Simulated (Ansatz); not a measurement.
# CH4AlClIN: the cost of one run

Program: Ansatz 0.2.0. Level of theory: RKS PBE0-D4/def2-SVP. These are calculated values, not measurements.

**1. Starting point**

Bond lengths: N1–C2 1.460 Å, C2–Al3 2.027 Å, Al3–Cl4 2.152 Å, Al3–I5 2.587 Å, N1–H6 1.124 Å, N1–H7 1.042 Å, C2–H8 1.067 Å, C2–H9 1.100 Å. Angles: N1–C2–Al3 113.8°, N1–C2–H8 109.8°, N1–C2–H9 104.8°, Al3–C2–H8 108.4°, Al3–C2–H9 111.3°, H8–C2–H9 108.6°, C2–N1–H6 105.4°, C2–N1–H7 111.0°, H6–N1–H7 104.8°, C2–Al3–Cl4 120.3°, C2–Al3–I5 119.6°, Cl4–Al3–I5 120.0°.

Coordinates:

```xyz
9

N     0.6183    0.3909    1.3982
C    -0.0946   -0.6273    0.6322
Al   -0.4423   -0.1059   -1.2959
Cl   -1.3233   -1.5177   -2.6603
I     0.3362    2.2071   -2.1546
H    -0.0251    1.3110    1.3439
H     1.5075    0.6594    0.9264
H    -1.0301   -0.8415    1.0976
H     0.5419   -1.5223    0.6954
```

**2. Relaxing end A**

The input, input.yaml:

```yaml
crystal:
  periodic: [false, false, false]
  atoms:
    - { symbol: "N", position_ang: [0.6183, 0.3909, 1.3982] }
    - { symbol: C, position_ang: [-0.0946, -0.6273, 0.6322] }
    - { symbol: Al, position_ang: [-0.4423, -0.1059, -1.2959] }
    - { symbol: Cl, position_ang: [-1.3233, -1.5177, -2.6603] }
    - { symbol: I, position_ang: [0.3362, 2.2071, -2.1546] }
    - { symbol: H, position_ang: [-0.0251, 1.311, 1.3439] }
    - { symbol: H, position_ang: [1.5075, 0.6594, 0.9264] }
    - { symbol: H, position_ang: [-1.0301, -0.8415, 1.0976] }
    - { symbol: H, position_ang: [0.5419, -1.5223, 0.6954] }
basis:
  gaussian: { orbitals: def2-SVP }
hamiltonian:
  xc: pbe0
  dispersion: d4
relax:
  f_tol: 0.015
  max_steps: 40
```

Command:

```console
$ ansatz run input.yaml --threads 2 --pin off --max-ram 3072MiB --backend cpu --events-out ev --progress --plain --runs-dir out
```

Q: Estimate wall time and peak memory on 2 threads of Intel Xeon 6975P-C (Granite Rapids), shared host.

About 18 s, with a peak of 0.3 GiB.
